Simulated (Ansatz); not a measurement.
**BFH4N2: small, medium and large basis sets**

One table from this session's results is given with a row withheld; the runs are named, their logs left out.

Program: Ansatz 0.2.0, Gaussian basis. Level of theory: one geometry, several basis sets. These are calculated values, not measurements.

Levels to be run: PBE0-D4/def2-SVP; ωB97M-V/def2-SVP; PBE0-D4/def2-QZVPP; ωB97M-V/def2-QZVPP; the functionals' def2-TZVPP values are taken from earlier runs.

## The geometry

An earlier PBE0-D4 in a triple-zeta def2 set relaxation fixed the geometry.

SMILES `NB(N)F`, 8 atoms, charge 0, spin multiplicity 1.

Atoms are counted from 1 here; the program's logs count them from 0.

Bond lengths: N1–B2 1.409 Å, N1–H5 1.003 Å, N1–H6 1.002 Å, B2–N3 1.409 Å, B2–F4 1.350 Å, N3–H7 1.002 Å, N3–H8 1.003 Å. Angles: B2–N1–H5 121.2°, B2–N1–H6 124.3°, H5–N1–H6 114.5°, N1–B2–N3 124.8°, N1–B2–F4 117.6°, N3–B2–F4 117.6°, B2–N3–H7 124.3°, B2–N3–H8 121.2°, H7–N3–H8 114.5°.

Set-up of the first run:

in.yaml

```yaml
crystal:
  periodic: [false, false, false]
  atoms:
    - {symbol: N, position_ang: [-0.498809, 1.126235, -0.251377]}
    - {symbol: B, position_ang: [-0.102643, -0.220535, -0.374686]}
    - {symbol: N, position_ang: [0.632294, -0.934089, 0.593120]}
    - {symbol: F, position_ang: [-0.452692, -0.874815, -1.502091]}
    - {symbol: H, position_ang: [-1.022252, 1.582849, -0.975187]}
    - {symbol: H, position_ang: [-0.293354, 1.705107, 0.540467]}
    - {symbol: H, position_ang: [0.943130, -0.547955, 1.464098]}
    - {symbol: H, position_ang: [0.886528, -1.893897, 0.449856]}
basis:
  gaussian: {orbitals: def2-SVP}
hamiltonian: {xc: pbe0, dispersion: d4}
output: {orbitals: {seedname: orbitals}}
```

Among the steps run: PBE0-D4 in def2-SVP; ωB97M-V in def2-SVP; PBE0-D4 in def2-QZVPP; ωB97M-V in def2-QZVPP.

One table of the session follows, with a row left open; its other results are not shown here.

It belongs to the step «Density functionals: the series». 

```
functional       basis  HOMO (eV)  LUMO (eV)
   PBE0-D4    def2-SVP      -6.83       1.75
   PBE0-D4  def2-TZVPP          ?          ?
   PBE0-D4  def2-QZVPP      -7.21       0.52
   ωB97M-V    def2-SVP      -9.21       3.33
   ωB97M-V  def2-TZVPP      -9.53       2.06
   ωB97M-V  def2-QZVPP      -9.59       1.68
```

Estimate the missing values for PBE0-D4, def2-TZVPP.

**Answer.** HOMO (eV): -7.15; LUMO (eV): 0.78. In the column «HOMO (eV)» it lies between PBE0-D4, def2-QZVPP (-7.21) and PBE0-D4, def2-SVP (-6.83).
